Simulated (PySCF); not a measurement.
# C6H7ClN2: the cost of one run

Programs: PySCF 2.14.0, with routines of our own; each step states its level. All values are computed. Atoms count from 0.

### Step 1. The starting structure

16 atoms, charge 0, multiplicity 1; geometry from: GFN2-xTB.

### Step 2. Magnetic properties: GIAO B97-2/pcSseg-1

The job: settings as JSON, then the geometry in Å.

```
{"job": {"kind": "mag", "xc": "B97-2", "basis": "pcSseg-1", "isotopologues": 0}, "charge": 0, "multiplicity": 1}
C     -2.183366     1.611183     0.700403
C     -1.547683     0.535138     0.248093
C     -0.110778     0.447633     0.183106
N      0.724607     1.401255     0.553171
C      1.959174     0.915609     0.330436
Cl     3.360715     1.819531     0.669603
C      1.897477    -0.355077    -0.184797
N      0.567432    -0.645205    -0.276075
C      0.012922    -1.877414    -0.764366
H     -1.626836     2.466776     1.038815
H     -3.257115     1.660235     0.742293
H     -2.094185    -0.332502    -0.095725
H      2.667340    -1.036764    -0.478196
H     -0.584563    -2.363631     0.009726
H     -0.617973    -1.695367    -1.636857
H      0.825234    -2.542457    -1.051041
```

Method: GIAO B97-2/pcSseg-1 magnetisability, rotational g tensor and spin-rotation constants, non-relativistic, gas phase.

Started as:

```sh
$ OMP_NUM_THREADS=1 python excited_run.py task.json out
```

One launch serves the whole session: the jobs run in the order shown.

Q: Estimate the wall time and peak memory of this first job on 1 thread of Arm Neoverse V2, shared host.

About 35 s, with a peak of 0.92 GiB.
